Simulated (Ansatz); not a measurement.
# GeSb4Te4: the cost of one run

Method: DFT PBE, scalar-relativistic, plane waves, PAW, in Ansatz 0.2.0.

1 further run of the same task is left out (set aside as unsound or not needed).

## Step 1: The system as given

It takes space group P-3m1 (No. 164, trigonal). The conventional cell has a = 4.330 Å, b = 4.330 Å, c = 17.649 Å, α = 90.00°, β = 90.00°, γ = 120.00°. Around Ge (site symmetry -3m) lie 6 Te at 3.01 Å. Sb (site symmetry 3m) is surrounded by 3 Sb at 2.94 Å. Sb (site symmetry 3m) has 6 Te at 3.03 to 3.21 Å as nearest neighbours. Te (site symmetry 3m) has 3 Ge at 3.01 Å and 3 Sb at 3.21 Å as nearest neighbours. Te (site symmetry 3m) has 3 Sb at 3.03 Å as nearest neighbours.

Structure file:

```cif
data_structure
_symmetry_space_group_name_H-M 'P-3m1'
_symmetry_Int_Tables_number 164
_cell_length_a 4.3300
_cell_length_b 4.3300
_cell_length_c 17.6486
_cell_angle_alpha 90.000
_cell_angle_beta 90.000
_cell_angle_gamma 120.000
_cell_volume 286.56
loop_
_atom_site_label
_atom_site_type_symbol
_atom_site_symmetry_multiplicity
_atom_site_Wyckoff_symbol
_atom_site_fract_x
_atom_site_fract_y
_atom_site_fract_z
_atom_site_occupancy
Ge1 Ge 1 a 0.00000 0.00000 0.00000 1
Sb1 Sb 2 d 0.33333 0.66667 0.54410 1
Sb2 Sb 2 d 0.66667 0.33333 0.79077 1
Te1 Te 2 d 0.33333 0.66667 0.90452 1
Te2 Te 2 c 0.00000 0.00000 0.69397 1
```

It goes back to an entry of the Materials Project, which need not be the stable form.

This cell was relaxed beforehand with the same method: volume 31.84 Å³/atom, gap on the mesh 0.08 eV.

## Step 2: Relaxing to 0.001 eV/Å

Response functions are second derivatives at a minimum, so forces and stress are first brought close to zero on the mesh and occupations that the response runs use.

input.yaml

```yaml
crystal:
  lattice:
    - [4.3299846874, 0.0, 0.0]
    - [-2.1649923437, 3.7498767373, 0.0]
    - [0.0, 0.0, 17.6486090155]
  atoms:
    - { symbol: Ge, position: [0.0, 0.0, 0.0] }
    - { symbol: Sb, position: [0.3333333333, 0.6666666667, 0.5440991991] }
    - { symbol: Sb, position: [0.6666666667, 0.3333333333, 0.4559008009] }
    - { symbol: Sb, position: [0.6666666667, 0.3333333333, 0.7907683485] }
    - { symbol: Sb, position: [0.3333333333, 0.6666666667, 0.2092316515] }
    - { symbol: Te, position: [0.3333333333, 0.6666666667, 0.904518477] }
    - { symbol: Te, position: [0.6666666667, 0.3333333333, 0.095481523] }
    - { symbol: Te, position: [0.0, 0.0, 0.6939667113] }
    - { symbol: Te, position: [0.0, 0.0, 0.3060332887] }
basis:
  ecutwfc: 420
kpoints:
  mp_grid: { grid: [12, 12, 2] }
hamiltonian:
  xc: pbe
scf:
  occupations: { method: gaussian, width: 0.01 }
output:
  forces: true
  stress: true
  eigenvalues: true
relax:
  adjacent_minimum: "off"
  f_tol: 0.001
  max_steps: 60
  cell: { stress_tol: 0.01 }
```

The run is started by

```console
$ ansatz run input.yaml --threads 4 --pin off --max-ram 12288MiB --backend cpu --events-out ev --progress --plain --runs-dir out
```

**Question.** How long does this run take on 4 threads of Intel Xeon 6975P-C (Granite Rapids), shared host, and how much memory does it need?

About 17 s, with a peak of 1.3 GiB.
